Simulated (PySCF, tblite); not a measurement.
# vinylfuran (C₆H₆O): dynamics, then NMR shifts on frames, part 2 of 2

tblite 0.8.0 and PySCF 2.14.0. Atoms count from 0. Earlier steps stand in the parts before.

**5. NMR shieldings: 625 fs, PBE0/pcSseg-1**

What the job is given:

```
{"job": {"kind": "nmr", "xc": "PBE0", "basis": "pcSseg-1", "pop": false}, "charge": 0, "multiplicity": 1}
C     -3.022500    -0.420700     1.227100
C     -1.851700    -1.081700     0.990400
C     -0.687200    -0.481100     0.434300
C      0.460900    -1.194400     0.130200
C      1.383000    -0.229400    -0.305300
C      0.747300     0.974200    -0.254700
O     -0.526800     0.841000     0.174100
H     -3.065400     0.613800     0.981000
H     -3.823000    -1.032800     1.525300
H     -1.805000    -2.186600     1.188700
H      0.520900    -2.285100     0.251200
H      2.413200    -0.445700    -0.480500
H      1.062100     1.872000    -0.676400
```

With the program's defaults for keys left out, this is: GIAO PBE0/pcSseg-1 NMR shielding, non-relativistic, gas phase.

Log:

```text
coarse grid: 11328 points
cycle   1  E = -306.9183813866  dE =  1.308e+00  |g| = 4.543e-01  |ddm| = 3.424e+00
cycle   2  E = -306.9054873833  dE =  1.289e-02  |g| = 5.391e-01  |ddm| = 7.826e-01
cycle   3  E = -306.9643910474  dE = -5.890e-02  |g| = 9.910e-02  |ddm| = 4.033e-01
cycle   4  E = -306.9662427371  dE = -1.852e-03  |g| = 3.801e-02  |ddm| = 9.755e-02
cycle   5  E = -306.9665474120  dE = -3.047e-04  |g| = 1.462e-02  |ddm| = 4.157e-02
cycle   6  E = -306.9666019759  dE = -5.456e-05  |g| = 3.492e-03  |ddm| = 1.571e-02
cycle   7  E = -306.9666046675  dE = -2.692e-06  |g| = 1.175e-03  |ddm| = 3.378e-03
final grid: 110688 points
cycle   8  E = -307.0186411922  dE = -2.537e-05  |g| = 9.813e-03  |ddm| = 3.166e-02
cycle   9  E = -307.0186184024  dE =  2.279e-05  |g| = 1.499e-02  |ddm| = 1.637e-02
cycle  10  E = -307.0186596367  dE = -4.123e-05  |g| = 2.256e-03  |ddm| = 1.016e-02
cycle  11  E = -307.0186608261  dE = -1.189e-06  |g| = 3.347e-04  |ddm| = 2.115e-03
cycle  12  E = -307.0186608503  dE = -2.413e-08  |g| = 1.314e-04  |ddm| = 3.817e-04
cycle  13  E = -307.0186608547  dE = -4.466e-09  |g| = 1.286e-05  |ddm| = 1.248e-04
cycle  14  E = -307.0186608547  dE = -8.413e-12  |g| = 1.049e-05  |ddm| = 1.834e-05
converged SCF energy = -307.0186608547

GIAO shielding tensors (ppm)
atom      isotropic    diamagn.    paramagn.     s11        s22        s33       span
  0 C       65.000     254.176    -189.176    -56.661     78.411    173.251    229.913
  1 C       40.744     254.288    -213.543    -90.004     69.086    143.151    233.156
  2 C       21.247     256.710    -235.463    -57.351     22.942     98.150    155.500
  3 C       60.717     256.193    -195.476    -25.405     60.464    147.092    172.496
  4 C       66.913     256.082    -189.168    -22.121     58.549    164.311    186.432
  5 C       41.460     251.071    -209.611    -35.028     53.099    106.309    141.337
  6 O       53.946     398.863    -344.917    -91.393    -23.476    276.709    368.102
  7 H       25.279      31.700      -6.421     21.660     23.593     30.585      8.925
  8 H       26.310      27.815      -1.505     22.784     25.607     30.539      7.755
  9 H       23.966      29.329      -5.363     21.486     22.254     28.159      6.673
 10 H       24.568      32.974      -8.405     22.609     24.146     26.950      4.341
 11 H       25.088      31.565      -6.478     23.444     25.718     26.101      2.657
 12 H       24.736      31.771      -7.036     22.016     25.881     26.310      4.294
```

Run time: 23 s. Hardware: 1 thread of Arm Neoverse N1, shared host; peak memory 0.73 GiB.

This run: δ C2 165.7, C1 146.2, C5 145.5, C3 126.2, H9 7.75, H10 7.15 ppm.

**6. Nuclear shieldings: 800 fs, PBE0/pcSseg-1**

What the job is given:

```
{"job": {"kind": "nmr", "xc": "PBE0", "basis": "pcSseg-1", "pop": false}, "charge": 0, "multiplicity": 1}
C     -3.012200    -0.466000     1.300000
C     -1.810300    -1.005100     1.107800
C     -0.714300    -0.447100     0.360100
C      0.517400    -0.988200     0.035300
C      1.262600     0.053200    -0.622200
C      0.353300     1.057900    -0.856500
O     -0.834400     0.768300    -0.289800
H     -3.248300     0.527500     0.920900
H     -3.682700    -1.058800     1.852600
H     -1.598200    -2.049700     1.487400
H      0.905300    -1.896200     0.411100
H      2.248200    -0.035600    -1.088100
H      0.437200     2.022400    -1.374100
```

With the program's defaults for keys left out, this is: GIAO PBE0/pcSseg-1 NMR shielding, non-relativistic, gas phase.

Log:

```text
coarse grid: 11328 points
cycle   1  E = -306.9219825720  dE =  1.195e+00  |g| = 4.699e-01  |ddm| = 3.403e+00
cycle   2  E = -306.9008138566  dE =  2.117e-02  |g| = 5.954e-01  |ddm| = 8.276e-01
cycle   3  E = -306.9701006809  dE = -6.929e-02  |g| = 9.997e-02  |ddm| = 4.459e-01
cycle   4  E = -306.9718578843  dE = -1.757e-03  |g| = 3.935e-02  |ddm| = 9.614e-02
cycle   5  E = -306.9721653687  dE = -3.075e-04  |g| = 1.563e-02  |ddm| = 4.386e-02
cycle   6  E = -306.9722276186  dE = -6.225e-05  |g| = 3.300e-03  |ddm| = 1.635e-02
cycle   7  E = -306.9722300624  dE = -2.444e-06  |g| = 1.013e-03  |ddm| = 3.150e-03
final grid: 110688 points
cycle   8  E = -307.0247869645  dE = -1.812e-05  |g| = 1.101e-02  |ddm| = 2.702e-02
cycle   9  E = -307.0247495614  dE =  3.740e-05  |g| = 1.808e-02  |ddm| = 1.905e-02
cycle  10  E = -307.0248096368  dE = -6.008e-05  |g| = 2.290e-03  |ddm| = 1.260e-02
cycle  11  E = -307.0248109255  dE = -1.289e-06  |g| = 3.422e-04  |ddm| = 2.299e-03
cycle  12  E = -307.0248109506  dE = -2.515e-08  |g| = 1.241e-04  |ddm| = 3.716e-04
cycle  13  E = -307.0248109546  dE = -3.990e-09  |g| = 1.483e-05  |ddm| = 1.217e-04
cycle  14  E = -307.0248109546  dE = -1.887e-11  |g| = 1.190e-05  |ddm| = 2.228e-05
converged SCF energy = -307.0248109546

GIAO shielding tensors (ppm)
atom      isotropic    diamagn.    paramagn.     s11        s22        s33       span
  0 C       70.006     253.371    -183.365    -41.180     78.031    173.168    214.348
  1 C       49.471     254.675    -205.204    -68.159     69.808    146.764    214.923
  2 C       21.449     257.179    -235.730    -50.501     21.448     93.400    143.901
  3 C       64.704     254.530    -189.826    -14.250     52.879    155.484    169.734
  4 C       65.142     255.996    -190.854    -22.664     62.583    155.507    178.170
  5 C       34.107     252.967    -218.860    -50.864     47.358    105.827    156.691
  6 O       32.775     399.764    -366.989   -110.038    -41.404    249.766    359.804
  7 H       25.201      30.634      -5.433     22.756     23.145     29.701      6.945
  8 H       26.567      27.385      -0.818     23.845     25.330     30.525      6.681
  9 H       24.256      29.002      -4.746     21.301     23.724     27.742      6.441
 10 H       25.380      33.677      -8.297     23.459     25.298     27.382      3.923
 11 H       24.665      30.651      -5.985     22.904     25.162     25.931      3.027
 12 H       23.601      29.946      -6.345     20.788     24.858     25.158      4.369
```

It took 24 s on 1 thread of Arm Neoverse N1, shared host; peak memory 0.73 GiB.

This run: δ C2 165.5, C5 152.8, C1 137.5, C3 122.2, H12 8.12, H9 7.46 ppm.

**7. NMR shieldings: 1000 fs, PBE0/pcSseg-1**

What the job is given:

```
{"job": {"kind": "nmr", "xc": "PBE0", "basis": "pcSseg-1", "pop": false}, "charge": 0, "multiplicity": 1}
C     -3.054700    -0.327800     1.485300
C     -2.031300    -1.083700     1.078800
C     -0.879200    -0.603200     0.367800
C      0.256000    -1.286400    -0.061800
C      1.072500    -0.349400    -0.682600
C      0.363200     0.822800    -0.656700
O     -0.817600     0.693300    -0.068500
H     -3.279900     0.646000     1.097600
H     -3.812600    -0.851600     2.093600
H     -1.811700    -2.042700     1.470300
H      0.646300    -2.261200     0.121000
H      2.071800    -0.445600    -1.025500
H      0.523600     1.777300    -1.132800
```

Level: GIAO PBE0/pcSseg-1 NMR shielding, non-relativistic, gas phase.

Log:

```text
coarse grid: 11328 points
cycle   1  E = -306.9199798957  dE =  1.351e+00  |g| = 4.612e-01  |ddm| = 3.427e+00
cycle   2  E = -306.9074323082  dE =  1.255e-02  |g| = 5.493e-01  |ddm| = 7.764e-01
cycle   3  E = -306.9672466846  dE = -5.981e-02  |g| = 8.928e-02  |ddm| = 3.909e-01
cycle   4  E = -306.9686415852  dE = -1.395e-03  |g| = 3.561e-02  |ddm| = 8.619e-02
cycle   5  E = -306.9688898283  dE = -2.482e-04  |g| = 1.407e-02  |ddm| = 3.879e-02
cycle   6  E = -306.9689396003  dE = -4.977e-05  |g| = 3.329e-03  |ddm| = 1.532e-02
cycle   7  E = -306.9689421353  dE = -2.535e-06  |g| = 9.319e-04  |ddm| = 3.246e-03
final grid: 110688 points
cycle   8  E = -307.0209557611  dE = -2.220e-05  |g| = 1.023e-02  |ddm| = 3.051e-02
cycle   9  E = -307.0209296320  dE =  2.613e-05  |g| = 1.583e-02  |ddm| = 1.750e-02
cycle  10  E = -307.0209757607  dE = -4.613e-05  |g| = 2.298e-03  |ddm| = 1.115e-02
cycle  11  E = -307.0209770008  dE = -1.240e-06  |g| = 3.209e-04  |ddm| = 2.198e-03
cycle  12  E = -307.0209770216  dE = -2.086e-08  |g| = 1.297e-04  |ddm| = 3.529e-04
cycle  13  E = -307.0209770260  dE = -4.384e-09  |g| = 1.696e-05  |ddm| = 1.270e-04
cycle  14  E = -307.0209770260  dE = -3.183e-11  |g| = 1.329e-05  |ddm| = 2.605e-05
converged SCF energy = -307.0209770260

GIAO shielding tensors (ppm)
atom      isotropic    diamagn.    paramagn.     s11        s22        s33       span
  0 C       70.081     250.465    -180.384    -35.474     73.225    172.493    207.967
  1 C       52.729     254.902    -202.173    -63.534     65.743    155.980    219.514
  2 C       24.276     256.765    -232.489    -35.480     18.260     90.048    125.528
  3 C       69.635     254.605    -184.970     -6.737     52.033    163.610    170.347
  4 C       67.883     257.022    -189.139    -26.011     68.242    161.419    187.430
  5 C       37.779     252.217    -214.438    -42.156     47.956    107.536    149.693
  6 O       37.155     399.681    -362.526   -105.541    -55.928    272.934    378.475
  7 H       25.486      30.668      -5.182     23.134     23.778     29.547      6.413
  8 H       26.044      24.996       1.048     23.986     24.390     29.756      5.770
  9 H       25.275      30.811      -5.536     22.712     23.763     29.350      6.638
 10 H       25.076      33.057      -7.981     22.817     25.463     26.948      4.131
 11 H       25.152      32.552      -7.400     23.747     25.449     26.261      2.514
 12 H       24.290      31.233      -6.943     21.078     25.580     26.211      5.132
```

Wall time 24 s (1 thread of Arm Neoverse N1, shared host); peak memory 0.73 GiB.

In short: δ C2 162.6, C5 149.1, C1 134.2, C4 119.0, H12 7.43, H10 6.64 ppm.

**8. Side by side: NMR shifts**

Shifts (ppm) of some atoms, chosen among heavy atoms and hydrogens apart, with basis size and wall time:

| frame | C2 | C5 | C3 | C1 | H9 | H7 | O6 | functions | time |
| --- | --- | --- | --- | --- | --- | --- | --- | --- | --- |
| 250 fs | 167.2 | 141.5 | 130.4 | 127.3 | 6.33 | 5.04 | 284.6 | 149 | 24 s |
| 425 fs | 153.0 | 149.5 | 115.0 | 137.6 | 6.80 | 6.46 | 290.6 | 149 | 23 s |
| 625 fs | 165.7 | 145.5 | 126.2 | 146.2 | 7.75 | 6.44 | 282.1 | 149 | 23 s |
| 800 fs | 165.5 | 152.8 | 122.2 | 137.5 | 7.46 | 6.52 | 303.3 | 149 | 24 s |
| 1000 fs | 162.6 | 149.1 | 117.3 | 134.2 | 6.44 | 6.23 | 298.9 | 149 | 24 s |

**9. Outcome**

What follows sums up all 2 parts.

| quantity | value |
| --- | --- |
| thermostat | 200 K |
| mean temperature, second half | 179 K |
| mean potential energy above the minimum | 0.27 eV |
| 13C shifts against TMS (PBE0/pcSseg-1, 250 fs) | 167.2, 141.5, 130.4, 127.3, 115.2, 111.2 ppm |
| 1H shifts against TMS (PBE0/pcSseg-1, 250 fs) | 7.36, 6.83, 6.33, 6.23, 5.04, 5.00 ppm |
| 17O shifts against H2O (PBE0/pcSseg-1, 250 fs) | 284.6 ppm |
| range of the shift of O6 | 282.1 to 303.3 ppm |

What this shows: In the second half the potential energy averages 0.27 eV above the minimum; equipartition over 33 harmonic modes at 200 K would give 0.28 eV. With 13 atoms the temperature swings widely (105 to 268 K). Shifts at one fixed geometry are not the observed spectrum, which averages over the motion. In the first frame run (250 fs): The widest tensor belongs to O6: span 396 ppm, with a paramagnetic part of -347 ppm. NICS(1)zz of -25 ppm above the planar ring from C2 marks a diatropic (aromatic) ring current. In ppm, O6 moves most: its shift spreads over 21.2 ppm, from 282.1 (625 fs) to 303.3 (800 fs).
